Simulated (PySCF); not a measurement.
**C₇H₈O₂: a tour of settings**

Which settings matter for C₇H₈O₂ (`CO[C@]12C=C[C@H](C=C1)O2`), and how do bad ones show?

Computed with PySCF 2.14.0, with density-fitted response routines of our own, on a single molecule, in the gas phase or a continuum. Atoms are numbered from 0 throughout.

### Step 1. The starting structure

17 atoms, charge 0, multiplicity 1; geometry from: GFN2-xTB.

Bonds of the start (Å): C0–O1 1.42, O1–C2 1.37, C2–C3 1.55, C3–C4 1.32, C4–C5 1.53, C5–C6 1.53, C6–C7 1.32, C5–O8 1.42, C7–C2 1.54, O8–C2 1.44, C0–H9 1.09, C0–H10 1.09, C0–H11 1.09, C3–H12 1.07, C4–H13 1.07, C5–H14 1.08, C6–H15 1.07, C7–H16 1.07.

### Step 2. Excited states and response: PBE0/pcseg-1

What the job is given:

```
{"job": {"kind": "uv", "xc": "PBE0", "basis": "pcseg-1", "nstates": 1, "ntriplets": 5, "tda": false, "max_iter": 2, "scf": {"max_cycle": 86}}, "charge": 0, "multiplicity": 1}
C      2.536342    -0.007167    -0.321421
O      1.443523    -0.865275    -0.597008
C      0.225072    -0.368520    -0.223344
C     -0.068176    -0.108852     1.274135
C     -1.095187     0.722515     1.277136
C     -1.410021     0.965553    -0.202386
C     -1.993099    -0.357549    -0.709629
C     -0.971881    -1.196390    -0.718793
O     -0.106776     0.918838    -0.765502
H      3.416790    -0.517108    -0.705890
H      2.406582     0.952205    -0.827133
H      2.641220     0.163148     0.754731
H      0.465865    -0.578220     2.074690
H     -1.653388     1.144329     2.088183
H     -1.929909     1.880569    -0.463851
H     -3.023407    -0.507159    -0.959199
H     -0.890548    -2.228887    -0.984629
```

Method: TDDFT PBE0/pcseg-1, vertical, gas phase, core orbitals frozen in the response.

On the command line:

```
OMP_NUM_THREADS=1 python probes_run.py task.json out
```

The driver reads the jobs from task.json and runs them one after another.

Log:

```text
final grid: 143848 points
cycle   1  E = -421.2256183687  dE =  1.755e+00  |g| = 7.120e-01  |ddm| = 4.365e+00
cycle   2  E = -421.1457901988  dE =  7.983e-02  |g| = 9.894e-01  |ddm| = 1.531e+00
cycle   3  E = -421.3254039191  dE = -1.796e-01  |g| = 9.897e-02  |ddm| = 9.178e-01
cycle   4  E = -421.3272243183  dE = -1.820e-03  |g| = 3.831e-02  |ddm| = 1.235e-01
cycle   5  E = -421.3275466211  dE = -3.223e-04  |g| = 9.092e-03  |ddm| = 4.581e-02
cycle   6  E = -421.3275595576  dE = -1.294e-05  |g| = 4.293e-03  |ddm| = 1.193e-02
cycle   7  E = -421.3275631355  dE = -3.578e-06  |g| = 4.136e-04  |ddm| = 4.348e-03
cycle   8  E = -421.3275631687  dE = -3.321e-08  |g| = 1.854e-04  |ddm| = 6.703e-04
cycle   9  E = -421.3275631756  dE = -6.920e-09  |g| = 7.347e-05  |ddm| = 2.218e-04
cycle  10  E = -421.3275631768  dE = -1.158e-09  |g| = 3.134e-05  |ddm| = 1.048e-04
cycle  11  E = -421.3275631770  dE = -2.476e-10  |g| = 3.553e-06  |ddm| = 3.749e-05
converged SCF energy = -421.3275631770

Static polarisability (au): isotropic 69.635, principal 55.546 64.501 88.859

Singlet excitations
state   eV       nm        f      main configurations
  1   4.6683    265.6   0.00007   H->L 0.98

Triplet excitations (Tamm-Dancoff, eV): 3.0905 4.1711 5.0695 5.5891 5.9560
```

It took 34 s on 1 thread of Arm Neoverse N1, shared host; peak memory 0.7 GiB.

**What went wrong.** The SCF converged, but the response equations did not within 2 iterations. The remedy is to allow more iterations. Numbers from the part that failed are no properties of the molecule.

### Step 3. NMR shieldings: PBE0/pcSseg-1 in water

Same as in step 2 but for these lines:

```diff
@@ -1,2 +1,2 @@
-{"job": {"kind": "uv", "xc": "PBE0", "basis": "pcseg-1", "nstates": 1, "ntriplets": 5, "tda": false, "max_iter": 2, "scf": {"max_cycle": 86}}, "charge": 0, "multiplicity": 1}
+{"job": {"kind": "nmr", "xc": "PBE0", "basis": "pcSseg-1", "solvent": "water", "pop": true}, "charge": 0, "multiplicity": 1}
 C      2.536342    -0.007167    -0.321421
```

With the program's defaults for keys left out, this is: GIAO PBE0/pcSseg-1 NMR shielding, non-relativistic, IEF-PCM water.

Log:

```text
coarse grid: 14736 points
cycle   1  E = -421.1927267437  dE =  1.736e+00  |g| = 7.584e-01  |ddm| = 3.843e+00
cycle   2  E = -421.1202995270  dE =  7.243e-02  |g| = 1.016e+00  |ddm| = 1.283e+00
cycle   3  E = -421.2980425793  dE = -1.777e-01  |g| = 9.748e-02  |ddm| = 7.742e-01
cycle   4  E = -421.2997682381  dE = -1.726e-03  |g| = 3.667e-02  |ddm| = 1.003e-01
cycle   5  E = -421.3000534468  dE = -2.852e-04  |g| = 9.007e-03  |ddm| = 3.532e-02
cycle   6  E = -421.3000656439  dE = -1.220e-05  |g| = 4.711e-03  |ddm| = 9.634e-03
cycle   7  E = -421.3000704832  dE = -4.839e-06  |g| = 6.208e-04  |ddm| = 4.003e-03
final grid: 143848 points
cycle   8  E = -421.3780414490  dE = -3.428e-05  |g| = 1.434e-02  |ddm| = 4.605e-02
cycle   9  E = -421.3780009070  dE =  4.054e-05  |g| = 2.100e-02  |ddm| = 2.365e-02
cycle  10  E = -421.3780790899  dE = -7.818e-05  |g| = 1.147e-03  |ddm| = 1.427e-02
cycle  11  E = -421.3780793702  dE = -2.804e-07  |g| = 2.369e-04  |ddm| = 1.079e-03
cycle  12  E = -421.3780793786  dE = -8.388e-09  |g| = 1.260e-04  |ddm| = 2.528e-04
cycle  13  E = -421.3780793817  dE = -3.126e-09  |g| = 2.656e-05  |ddm| = 1.050e-04
cycle  14  E = -421.3780793819  dE = -1.420e-10  |g| = 8.846e-06  |ddm| = 2.726e-05
converged SCF energy = -421.3780793819

GIAO shielding tensors (ppm)
atom      isotropic    diamagn.    paramagn.     s11        s22        s33       span
  0 C      131.445     244.827    -113.382    103.807    108.438    182.092     78.285
  1 O      292.236     396.098    -103.863    251.108    291.966    333.633     82.525
  2 C       64.688     239.415    -174.727     43.169     60.275     90.619     47.451
  3 C       32.618     253.634    -221.016    -95.552     42.606    150.800    246.352
  4 C       25.662     253.165    -227.503   -110.364     37.055    150.295    260.658
  5 C      104.496     247.749    -143.253     83.978     92.503    137.007     53.029
  6 C       26.672     252.855    -226.183   -108.915     38.057    150.874    259.789
  7 C       30.693     250.214    -219.520    -95.368     43.417    144.030    239.398
  8 O       89.907     401.778    -311.871     52.814     96.620    120.288     67.474
  9 H       27.777      27.585       0.191     23.781     25.585     33.964     10.183
 10 H       27.791      29.265      -1.474     23.147     26.623     33.604     10.457
 11 H       27.994      29.066      -1.072     24.079     26.207     33.697      9.618
 12 H       24.085      31.568      -7.482     20.414     24.793     27.049      6.634
 13 H       23.944      31.421      -7.477     20.975     24.692     26.164      5.188
 14 H       26.281      30.844      -4.564     23.644     23.963     31.234      7.591
 15 H       23.980      30.956      -6.977     21.048     24.769     26.122      5.074
 16 H       24.318      30.615      -6.298     20.934     24.949     27.070      6.136
```

Run time: 48 s. Hardware: 1 thread of Arm Neoverse N1, shared host; peak memory 0.95 GiB.

Shifts follow as δ = σ(reference) − σ, with reference shieldings (ppm) from runs at the same level and on the same kind of geometry: 1H TMS 31.69, 13C TMS 187.9, 17O H2O 344.3. The references are single molecules in the same continuum, so shifts against H2O, NH3, PH3, H3PO4 or CFCl3 are not on the usual liquid scales and can be off by tens of ppm. Atoms listed in one row are averaged.

```csv
atoms,environment,σ (ppm),δ (ppm)
"C4, C6",alkene CH,26.2,161.7
"C3, C7",alkene CH,31.7,156.2
C2,sp3 carbon bearing two oxygens,64.7,123.2
C5,allylic sp3 CH bonded to O,104.5,83.4
C0,methyl carbon bonded to O,131.4,56.4
"H13, H15",hydrogen on an alkene CH,23.96,7.73
"H12, H16",hydrogen on an alkene CH,24.20,7.49
H14,hydrogen on an allylic sp3 CH bonded to O,26.28,5.41
"H9, H10, H11",hydrogen on a methyl carbon bonded to O,27.85,3.84
O8,ether oxygen,89.9,254.4
O1,ether oxygen,292.2,52.1
```

The run also stored atomic charges by several schemes (e):

```csv
atoms,Mulliken,IAO,Hirshfeld,ESP fit
C0,-0.03,-0.21,-0.04,-0.10
O1,-0.52,-0.38,-0.15,-0.43
C2,0.28,0.37,0.14,0.72
"C3, C7",-0.06,-0.19,-0.08,-0.34
"C4, C6",-0.03,-0.17,-0.06,-0.26
C5,0.02,0.06,0.04,0.33
O8,-0.47,-0.43,-0.18,-0.52
```

Mayer bond orders: C0–O1 0.89, O1–C2 1.01, C2–C3 0.95, C3–C4 1.84, C4–C5 0.96, C5–C6 0.96, C6–C7 1.86, C5–O8 0.91, C7–C2 0.94, O8–C2 0.89.

Ring of atoms C2, C3, C4, C5, O8: NICS(0) -2.7, NICS(1) -2.5, NICS(1)zz -4.4 ppm (means of both faces).

Ring of atoms C2, C5, C6, C7, O8: NICS(0) -2.1, NICS(1) -2.6, NICS(1)zz -4.4 ppm (means of both faces).

### Step 4. Shielding tensors: PBE0/pcSseg-1

Same as in step 3 but for these lines:

```diff
@@ -1,2 +1,2 @@
-{"job": {"kind": "nmr", "xc": "PBE0", "basis": "pcSseg-1", "solvent": "water", "pop": true}, "charge": 0, "multiplicity": 1}
+{"job": {"kind": "nmr", "xc": "PBE0", "basis": "pcSseg-1", "pop": false}, "charge": 0, "multiplicity": 1}
 C      2.536342    -0.007167    -0.321421
```

Level: GIAO PBE0/pcSseg-1 NMR shielding, non-relativistic, gas phase.

Log:

```text
coarse grid: 14736 points
cycle   1  E = -421.1752337889  dE =  1.753e+00  |g| = 7.754e-01  |ddm| = 3.844e+00
cycle   2  E = -421.0875123122  dE =  8.772e-02  |g| = 1.070e+00  |ddm| = 1.486e+00
cycle   3  E = -421.2873729162  dE = -1.999e-01  |g| = 1.114e-01  |ddm| = 9.140e-01
cycle   4  E = -421.2896078272  dE = -2.235e-03  |g| = 4.131e-02  |ddm| = 1.182e-01
cycle   5  E = -421.2899626522  dE = -3.548e-04  |g| = 9.854e-03  |ddm| = 4.263e-02
cycle   6  E = -421.2899765112  dE = -1.386e-05  |g| = 4.791e-03  |ddm| = 1.113e-02
cycle   7  E = -421.2899807069  dE = -4.196e-06  |g| = 4.362e-04  |ddm| = 4.107e-03
final grid: 143848 points
cycle   8  E = -421.3680217510  dE = -3.346e-05  |g| = 1.441e-02  |ddm| = 4.499e-02
cycle   9  E = -421.3679777153  dE =  4.404e-05  |g| = 2.149e-02  |ddm| = 2.497e-02
cycle  10  E = -421.3680597094  dE = -8.199e-05  |g| = 1.275e-03  |ddm| = 1.541e-02
cycle  11  E = -421.3680600622  dE = -3.528e-07  |g| = 2.557e-04  |ddm| = 1.364e-03
cycle  12  E = -421.3680600721  dE = -9.922e-09  |g| = 1.218e-04  |ddm| = 2.732e-04
cycle  13  E = -421.3680600747  dE = -2.571e-09  |g| = 2.783e-05  |ddm| = 1.122e-04
cycle  14  E = -421.3680600748  dE = -1.413e-10  |g| = 5.088e-06  |ddm| = 2.737e-05
converged SCF energy = -421.3680600748

GIAO shielding tensors (ppm)
atom      isotropic    diamagn.    paramagn.     s11        s22        s33       span
  0 C      131.517     244.404    -112.887    104.514    109.015    181.024     76.510
  1 O      289.317     394.887    -105.570    248.614    288.839    330.498     81.884
  2 C       64.866     239.230    -174.364     43.402     60.704     90.493     47.091
  3 C       32.443     253.962    -221.520    -96.202     43.416    150.114    246.316
  4 C       26.822     253.574    -226.753   -108.964     40.267    149.162    258.126
  5 C      104.659     247.971    -143.312     83.755     93.059    137.165     53.409
  6 C       29.539     253.367    -223.829   -105.160     44.031    149.745    254.906
  7 C       29.214     250.105    -220.892    -97.973     42.173    143.441    241.414
  8 O       78.419     400.244    -321.825     37.466     85.593    112.199     74.733
  9 H       27.994      27.786       0.208     24.035     25.863     34.083     10.048
 10 H       27.712      29.190      -1.478     23.078     26.634     33.422     10.344
 11 H       28.252      29.389      -1.137     24.335     26.532     33.889      9.554
 12 H       24.356      31.842      -7.486     20.387     25.285     27.395      7.008
 13 H       24.275      31.660      -7.385     21.138     25.203     26.483      5.345
 14 H       26.625      31.277      -4.652     24.061     24.423     31.391      7.330
 15 H       24.387      31.150      -6.763     21.367     25.285     26.509      5.143
 16 H       24.455      30.728      -6.273     20.848     25.236     27.279      6.431
```

It took 43 s on 1 thread of Arm Neoverse N1, shared host; peak memory 0.97 GiB.

This run: δ C4 158.7, C3 156.1, C2 122.1, C5 82.3, H13 7.39, H12 7.31 ppm (means over like atoms).

### Step 5. Excited states and response: PBE0/pcseg-1

Same as in step 4 but for these lines:

```diff
@@ -1,2 +1,2 @@
-{"job": {"kind": "nmr", "xc": "PBE0", "basis": "pcSseg-1", "pop": false}, "charge": 0, "multiplicity": 1}
+{"job": {"kind": "uv", "xc": "PBE0", "basis": "pcseg-1", "nstates": 1, "ntriplets": 5, "tda": false, "scf": {"guess": "1e", "max_cycle": 58}}, "charge": 0, "multiplicity": 5}
 C      2.536342    -0.007167    -0.321421
```

With the program's defaults for keys left out, this is: PBE0/pcseg-1.

Log:

```text
NotImplementedError: this response code serves closed shells only; the SCF ended at -421.02277482 Eh with <S^2> = 6.0168
```

It took 60 s on 1 thread of Arm Neoverse N1, shared host; peak memory 0.7 GiB.

**What went wrong.** The input makes an open shell, and this response code serves closed shells alone. The remedy is to restore the closed-shell charge and spin, or use an unrestricted response code.

### Step 6. Shielding tensors: revPBE/MINI

Same as in step 5 but for these lines:

```diff
@@ -1,2 +1,2 @@
-{"job": {"kind": "uv", "xc": "PBE0", "basis": "pcseg-1", "nstates": 1, "ntriplets": 5, "tda": false, "scf": {"guess": "1e", "max_cycle": 58}}, "charge": 0, "multiplicity": 5}
+{"job": {"kind": "nmr", "xc": "revPBE", "basis": "MINI", "pop": true}, "charge": 0, "multiplicity": 1}
 C      2.536342    -0.007167    -0.321421
```

With the program's defaults for keys left out, this is: GIAO revPBE/MINI NMR shielding, non-relativistic, gas phase.

Log:

```text
coarse grid: 14736 points
cycle   1  E = -418.3754473921  dE =  1.822e+00  |g| = 5.850e-01  |ddm| = 6.756e+00
cycle   2  E = -418.2025134697  dE =  1.729e-01  |g| = 9.946e-01  |ddm| = 2.519e+00
cycle   3  E = -418.4812756860  dE = -2.788e-01  |g| = 8.661e-02  |ddm| = 1.651e+00
cycle   4  E = -418.4831574836  dE = -1.882e-03  |g| = 4.670e-02  |ddm| = 2.297e-01
cycle   5  E = -418.4837332679  dE = -5.758e-04  |g| = 2.190e-02  |ddm| = 1.052e-01
cycle   6  E = -418.4838924906  dE = -1.592e-04  |g| = 5.488e-03  |ddm| = 4.246e-02
cycle   7  E = -418.4839020117  dE = -9.521e-06  |g| = 1.242e-03  |ddm| = 1.045e-02
final grid: 143848 points
cycle   8  E = -418.4996604158  dE = -5.827e-06  |g| = 1.092e-02  |ddm| = 3.944e-02
cycle   9  E = -418.4996138451  dE =  4.657e-05  |g| = 1.656e-02  |ddm| = 4.482e-02
cycle  10  E = -418.4996939364  dE = -8.009e-05  |g| = 3.813e-03  |ddm| = 2.887e-02
cycle  11  E = -418.4996983457  dE = -4.409e-06  |g| = 1.150e-03  |ddm| = 6.730e-03
cycle  12  E = -418.4996987862  dE = -4.405e-07  |g| = 1.295e-04  |ddm| = 1.865e-03
cycle  13  E = -418.4996987911  dE = -4.860e-09  |g| = 3.463e-05  |ddm| = 2.503e-04
cycle  14  E = -418.4996987914  dE = -3.421e-10  |g| = 9.942e-06  |ddm| = 6.863e-05
converged SCF energy = -418.4996987914

GIAO shielding tensors (ppm)
atom      isotropic    diamagn.    paramagn.     s11        s22        s33       span
  0 C      162.500     239.697     -77.197    139.423    144.510    203.566     64.144
  1 O      356.908     369.976     -13.068    291.982    363.820    414.922    122.940
  2 C      119.401     229.567    -110.165     90.120    112.780    155.303     65.183
  3 C       94.219     243.876    -149.656      2.604     87.168    192.885    190.281
  4 C       95.185     246.988    -151.803      4.328     94.704    186.522    182.194
  5 C      146.916     237.263     -90.347    130.065    130.937    179.745     49.680
  6 C       95.953     248.646    -152.693      6.866     94.729    186.265    179.399
  7 C       97.750     245.214    -147.464     14.450     94.573    184.228    169.778
  8 O      121.514     372.598    -251.084     29.967    145.976    188.599    158.632
  9 H       27.472      27.115       0.356     22.314     24.704     35.398     13.084
 10 H       27.551      24.245       3.306     21.702     26.549     34.402     12.700
 11 H       28.008      24.638       3.370     22.929     26.708     34.386     11.457
 12 H       23.222      26.158      -2.936     21.927     22.850     24.888      2.960
 13 H       23.313      28.667      -5.353     21.942     22.709     25.288      3.346
 14 H       25.991      28.476      -2.484     22.459     22.880     32.636     10.177
 15 H       23.363      29.497      -6.134     22.181     22.903     25.005      2.824
 16 H       23.390      26.933      -3.543     21.877     23.690     24.601      2.724
```

Wall time 17 s (1 thread of Arm Neoverse N1, shared host); peak memory 0.43 GiB.

In short: δ C4 123.3, C3 122.9, C2 99.5, C5 72.0, H12 7.39, H13 7.36 ppm (means over like atoms).

### Step 7. Side by side: NMR shifts

Shifts (ppm) of some atoms, chosen among heavy atoms and hydrogens apart, means over like atoms, with basis size and wall time:

```csv
run,C4,C3,C2,H14,H9,O8,O1,functions,time
PBE0/pcSseg-1 in water,161.7,156.2,123.2,5.41,3.84,254.4,52.1,193,48 s
PBE0/pcSseg-1,158.7,156.1,122.1,5.09,3.73,257.7,46.8,193,43 s
revPBE/MINI,123.3,122.9,99.5,4.71,3.02,241.1,5.7,53,17 s
```

### Step 8. Results

| quantity | value |
| --- | --- |
| 13C shifts against TMS (PBE0/pcSseg-1, water, means over atoms taken as alike) | 161.7, 156.2, 123.2, 83.4, 56.4 ppm |
| 1H shifts against TMS (PBE0/pcSseg-1, water, means over atoms taken as alike) | 7.73, 7.49, 5.41, 3.84 ppm |
| 17O shifts against H2O (PBE0/pcSseg-1, water) | 254.4, 52.1 ppm |
| range of the shift of O1 | 5.7 to 52.1 ppm |
| property runs in this session | 5, of which 2 failed and 1 gave unsound results |

Single values in the summary come from the first run of each kind that ended normally (PBE0/pcSseg-1), which need not be the best level. At PBE0/pcSseg-1: The largest span, 260 ppm, is at C4, C6, where the paramagnetic term is -227 ppm. In ppm, O1 moves most: its shift spreads over 46.4 ppm, from 5.7 (revPBE/MINI) to 52.1 (PBE0/pcSseg-1 in water). A minimal basis is unusable for shieldings, so that end is no result.
